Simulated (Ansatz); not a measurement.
# H4OSiTe: basis-set convergence

How large a basis does H4OSiTe need? Two functionals are run in growing sets.

The runs use Ansatz 0.2.0, Gaussian basis; one geometry, several basis sets.

Plan: PBE0-D4/def2-SVP; ωB97M-V/def2-SVP; PBE0-D4/def2-QZVPP; ωB97M-V/def2-QZVPP; the functionals' def2-TZVPP values are taken from earlier runs.

### 1 Structure used throughout

An earlier PBE0-D4 in a triple-zeta def2 set relaxation fixed the geometry. Te takes the def2 core potential; no spin-orbit term is included.

7 atoms, charge 0, spin multiplicity 1.

Atoms are counted from 1 here; the program's logs count them from 0.

Bond lengths: O1–Si2 1.643 Å, O1–H4 0.959 Å, Si2–Te3 2.499 Å, Si2–H5 1.485 Å, Si2–H6 1.478 Å, Te3–H7 1.657 Å. Angles: Si2–O1–H4 117.4°, O1–Si2–Te3 113.5°, O1–Si2–H5 112.1°, O1–Si2–H6 105.5°, Te3–Si2–H5 106.3°, Te3–Si2–H6 108.1°, H5–Si2–H6 111.4°, Si2–Te3–H7 91.0°.

Coordinates:

```
O    -1.5983   -0.0725   -0.4915
Si   -0.2037    0.5701    0.0933
Te    1.2365   -1.0901    1.2822
H    -1.5409   -0.9190   -0.9378
H     0.6353    1.1558   -0.9823
H    -0.6220    1.5984    1.0698
H     2.1545   -1.3107   -0.0794
```

### 2 PBE0-D4 in def2-SVP

File in.yaml:

```yaml
crystal:
  periodic: [false, false, false]
  atoms:
    - {symbol: O, position_ang: [-1.598342, -0.072525, -0.491534]}
    - {symbol: Si, position_ang: [-0.203671, 0.570134, 0.093301]}
    - {symbol: Te, position_ang: [1.236499, -1.090078, 1.282244]}
    - {symbol: H, position_ang: [-1.540906, -0.919045, -0.937821]}
    - {symbol: H, position_ang: [0.635298, 1.155771, -0.982327]}
    - {symbol: H, position_ang: [-0.621964, 1.598412, 1.069844]}
    - {symbol: H, position_ang: [2.154484, -1.310669, -0.079406]}
basis:
  gaussian: {orbitals: def2-SVP}
hamiltonian: {xc: pbe0, dispersion: d4}
output: {orbitals: {seedname: orbitals}}
```

Launch:

```sh
$ ansatz run in.yaml --threads 2 --pin off --events-out ev --progress --plain --max-ram 4352MiB
```

After this run come: ωB97M-V in def2-SVP; PBE0-D4 in def2-QZVPP; ωB97M-V in def2-QZVPP.

Q: Predict the results of all the runs planned. Wanted: PBE0-D4: double and triple zeta above quadruple; ωB97M-V: double and triple zeta above quadruple.

The runs gave:

| quantity | value |
| --- | --- |
| PBE0-D4: double and triple zeta above quadruple | 6.36, 0.45 eV |
| ωB97M-V: double and triple zeta above quadruple | 6.46, 0.43 eV |

In words: PBE0-D4 gains 5.91 eV from double to triple zeta, then 0.45 eV more. Total energies overstate the basis error of differences, where much of it tends to cancel. The LUMO of ωB97M-V is positive and keeps falling with the basis (1.47 to 0.94 eV): an unbound level that the basis holds in place.
